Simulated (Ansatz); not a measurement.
Task: a band structure of BaTiO₃, space group P4mm, with Ansatz 0.2.0 through its Python package. Give the script and its output. Settings: PBEsol, PAW, cutoff 420 eV, 6×6×6 k-points, fixed occupations.

```
Ba Ti O
1.0
     3.99980    0.00000    0.00000
     0.00000    3.99980    0.00000
     0.00000    0.00000    4.01800
Ba Ti O
1 1 3
Cartesian
  0.0000 0.0000 0.0000
  1.9999 1.9999 1.9688
  1.9999 1.9999 0.0763
  1.9999 0.0000 2.0773
  0.0000 1.9999 2.0773
```

The script, `batio3_bands.py`:
```python
'''Bands of BaTiO3 along a path through the zone.'''

from collections import defaultdict

import ansatz as az
import numpy as np
from pymatgen.core import Structure
from scipy.ndimage import map_coordinates

lattice = az.Lattice.of(
    (3.9998, 0.0, 0.0),
    (0.0, 3.9998, 0.0),
    (0.0, 0.0, 4.018),
)
sites = [
    ('Ba', (0.0, 0.0, 0.0)),
    ('Ti', (0.5, 0.5, 0.49)),
    ('O', (0.5, 0.5, 0.019)),
    ('O', (0.5, 0.0, 0.517)),
    ('O', (0.0, 0.5, 0.517)),
]
system = az.Crystal(lattice=lattice)
for symbol, position in sites:
    system = system.atom(symbol, position)

# vertices of the path, as fractions of the reciprocal vectors
path = [
    ('G', (0.0, 0.0, 0.0)),
    ('X', (0.0, 0.5, 0.0)),
    ('M', (0.5, 0.5, 0.0)),
    ('G', (0.0, 0.0, 0.0)),
    ('Z', (0.0, 0.0, 0.5)),
    ('R', (0.0, 0.5, 0.5)),
    ('A', (0.5, 0.5, 0.5)),
    ('Z', (0.0, 0.0, 0.5)),
]
job = (
    system.calculation()
    .functional('pbesol')
    .pseudopotentials('paw')
    .basis(420)
    .kpoints(6, center='gamma')
    .occupations('fixed')  # no smearing
    .band_structure([point for _, point in path], intervals=8)
    .scf(extra_bands=6)
    .density()
    .density_of_states(energy_step=0.1, projected=True)
)
planned = job.session().plan(threads=1)
facts = planned.describe()
print('plan:', facts['n_bands'], 'bands,', len(facts['kpoints_frac']), 'k-points, plane waves', facts['n_pw_range'], 'grid', facts['fft_dense'])
res = planned.execute()
summary = res.report

energy = summary['free_energy_ev']
print('F of the BaTiO3 cell: {:.6f} eV = {:.6f} Ry = {:.6f} Ha'.format(energy, energy / 13.605693, energy / 27.211386))
print('Fermi level {:.4f} eV, {} k-points, {} symmetry operations'.format(summary['fermi_energy_ev'], summary['n_kpoints'], summary['n_symmetry_ops']))

final = Structure(res.lattice.cell_ang, [s.symbol for s in res.lattice.sites], [s.position_frac for s in res.lattice.sites])
# the grid holds the pseudo-density, which differs from the true one inside the cores
rho = res.density()
total = sum(channel.density_e_per_ang3 for channel in rho.channels[:2])
grid_cell = np.asarray(rho.fft_grid_basis) @ res.lattice.cell_ang
partner = min(final.get_neighbors(final[0], 5.0), key=lambda n: n.nn_distance)
line = np.linspace(final[0].coords, partner.coords, 9)
points = (line @ np.linalg.inv(grid_cell)) * rho.dims
values = map_coordinates(total, points.T, order=3, mode='grid-wrap')
print(f'from {final[0].specie} to {partner.specie}, {partner.nn_distance:.3f} A')
for t, value in zip(np.linspace(0, partner.nn_distance, 9), values):
    print(f'{t:7.3f} A  {value:9.4f} e/A^3')

dos = res.density_of_states()
energy = np.asarray(dos.energies_ev) - dos.fermi_ev
projected = res.projected_density_of_states()
by_shell = defaultdict(float)
for site in projected.sites:
    for shell in site.shells:
        for part in shell.curves:
            by_shell[f'{site.species} {"spdf"[shell.l]}'] += np.sum(part.g_bin_mean_per_ev, axis=0)
print('E - E_F  ' + ' '.join(f'{name:>7s}' for name in by_shell))
for e in np.arange(-8, 8 + 0.1, 1.0):
    print(f'{e:7.1f}  ' + ' '.join(f'{np.interp(e, energy, curve):7.3f}' for curve in by_shell.values()))

bands = res.band_structure()
fermi = bands.fermi_energy_ev
print(f'zero of the bands: {fermi:.3f} eV, the Fermi level found on the SCF mesh')
levels = bands.channels[0].eigenvalues_ev - fermi
filled = round(summary['n_electrons']) // 2
valence, conduction = levels[:, filled - 1], levels[:, filled]
print('k (fractions)              top valence  bottom conduction (eV)')
for k, lo, hi in zip(bands.kpoints_frac, valence, conduction):
    print(f'{k[0]:7.3f} {k[1]:7.3f} {k[2]:7.3f} {lo:12.3f} {hi:13.3f}')
print(f'on this path: least direct gap {np.min(conduction - valence):.3f} eV, least gap {conduction.min() - valence.max():.3f} eV')
```

```console
$ python batio3_bands.py
plan: 26 bands, 40 k-points, plane waves [1237, 1280] grid [27, 27, 27]
F of the BaTiO3 cell: -10027.454248 eV = -737.004300 Ry = -368.502150 Ha
Fermi level 10.1558 eV, 40 k-points, 8 symmetry operations
from Ba to O, 2.787 A
  0.000 A     0.1878 e/A^3
  0.348 A     0.7662 e/A^3
  0.697 A     1.4046 e/A^3
  1.045 A     0.6699 e/A^3
  1.393 A     0.2131 e/A^3
  1.742 A     0.2831 e/A^3
  2.090 A     1.1871 e/A^3
  2.438 A     5.1506 e/A^3
  2.787 A     7.6237 e/A^3
E - E_F     Ba s    Ba p    Ti s    Ti p    Ti d     O s     O p
   -8.0    0.000   0.000   0.000   0.000   0.000   0.000   0.000
   -7.0    0.000   0.000   0.000   0.000   0.000   0.000   0.000
   -6.0    0.000   0.000   0.000   0.000   0.000   0.000   0.000
   -5.0    0.000   0.000   0.000   0.000   0.000   0.000   0.000
   -4.0    0.034   0.010   0.312   0.013   0.521   0.020   2.472
   -3.0    0.072   0.076   0.018   0.030   0.552   0.026   2.790
   -2.0    0.012   0.088   0.013   0.010   0.447   0.012   2.550
   -1.0    0.029   0.124   0.008   0.011   0.224   0.034   6.811
    0.0    0.000   0.000   0.000   0.000   0.000   0.000   0.119
    1.0    0.000   0.000   0.000   0.000   0.000   0.000   0.000
    2.0    0.000   0.000   0.000   0.000   0.208   0.000   0.010
    3.0    0.007   0.001   0.001   0.000   1.884   0.006   0.391
    4.0    0.034   0.001   0.000   0.000   1.288   0.003   0.398
    5.0    0.001   0.001   0.014   0.002   1.208   0.157   0.219
    6.0    0.003   0.003   0.016   0.002   0.729   0.076   0.258
    7.0    0.011   0.002   0.028   0.002   0.791   0.038   0.464
    8.0    0.001   0.000   0.017   0.000   0.005   0.002   0.009
zero of the bands: 10.156 eV, the Fermi level found on the SCF mesh
k (fractions)              top valence  bottom conduction (eV)
  0.000   0.000   0.000       -0.253         1.791
  0.000   0.062   0.000       -0.227         1.878
  0.000   0.125   0.000       -0.297         2.015
  0.000   0.188   0.000       -0.415         2.037
  0.000   0.250   0.000       -0.538         2.059
  0.000   0.312   0.000       -0.647         2.082
  0.000   0.375   0.000       -0.732         2.102
  0.000   0.438   0.000       -0.787         2.116
  0.000   0.500   0.000       -0.805         2.121
  0.062   0.500   0.000       -0.765         2.163
  0.125   0.500   0.000       -0.812         2.302
  0.188   0.500   0.000       -0.754         2.533
  0.250   0.500   0.000       -0.482         2.818
  0.312   0.500   0.000       -0.281         3.107
  0.375   0.500   0.000       -0.147         3.358
  0.438   0.500   0.000       -0.072         3.530
  0.500   0.500   0.000       -0.049         3.592
  0.438   0.438   0.000       -0.094         3.514
  0.375   0.375   0.000       -0.212         3.305
  0.312   0.312   0.000       -0.358         3.014
  0.250   0.250   0.000       -0.469         2.694
  0.188   0.188   0.000       -0.485         2.394
  0.125   0.125   0.000       -0.378         2.159
  0.062   0.062   0.000       -0.243         1.950
  0.000   0.000   0.000       -0.253         1.791
  0.000   0.000   0.062       -0.272         1.796
  0.000   0.000   0.125       -0.324         1.810
  0.000   0.000   0.188       -0.398         1.831
  0.000   0.000   0.250       -0.480         1.856
  0.000   0.000   0.312       -0.557         1.882
  0.000   0.000   0.375       -0.619         1.904
  0.000   0.000   0.438       -0.659         1.919
  0.000   0.000   0.500       -0.672         1.924
  0.000   0.062   0.500       -0.729         2.003
  0.000   0.125   0.500       -0.877         2.213
  0.000   0.188   0.500       -0.828         2.501
  0.000   0.250   0.500       -0.558         2.815
  0.000   0.312   0.500       -0.358         3.111
  0.000   0.375   0.500       -0.225         3.354
  0.000   0.438   0.500       -0.151         3.513
  0.000   0.500   0.500       -0.128         3.569
  0.062   0.500   0.500       -0.126         3.590
  0.125   0.500   0.500       -0.121         3.652
  0.188   0.500   0.500       -0.114         3.747
  0.250   0.500   0.500       -0.105         3.865
  0.312   0.500   0.500       -0.097         3.990
  0.375   0.500   0.500       -0.089         4.105
  0.438   0.500   0.500       -0.045         4.189
  0.500   0.500   0.500        0.000         4.220
  0.438   0.438   0.500       -0.087         4.155
  0.375   0.375   0.500       -0.189         3.973
  0.312   0.312   0.500       -0.340         3.689
  0.250   0.250   0.500       -0.573         3.318
  0.188   0.188   0.500       -0.850         2.886
  0.125   0.125   0.500       -0.917         2.442
  0.062   0.062   0.500       -0.753         2.076
  0.000   0.000   0.500       -0.672         1.924
on this path: least direct gap 2.044 eV, least gap 1.791 eV
```

Caveats:
- Total energies depend on the potentials; only differences at equal settings carry meaning. A total without «per atom» is that of the cell as typed.
- Spin is left out of this run.
- Semilocal gaps usually lie well under measured ones.
- With fixed filling the reported Fermi level is the top filled level among the k-points of the SCF.
- Only differences from the Fermi energy are physical; the zero of the scale is a convention.
- Projections exist only for the shells that the potentials hold, some of them semicore, and samples at single energies can miss narrow peaks.
- The empty d shell of the heavier alkali and alkaline-earth atoms, which makes much of a conduction band, may have no channel.
- Of the deposited cell: the entry's cell lengths or inner coordinates differ somewhat from later room-temperature determinations.
- The crystal has a gap of about 1.79 eV on the mesh; bins of finite width blur the band edges.
- Grid values close to the nuclei reflect the PAW or pseudopotential construction, not the all-electron fields.
- The structure is a deposited one; some such entries were measured under pressure or heat, so a shift against it needn't be the functional's error alone.
- Gaps and levels are Kohn-Sham values on a finite set of k-points, without spin-orbit coupling.
- The computed bands are complete only to about 5.0 eV above the Fermi level; beyond that the density of states is undercounted.
- It ran for 9.7 s on 1 thread of Intel(R) Xeon(R) Processor @ 2.30GHz, with other jobs on the host, peak memory 0.61 GiB.
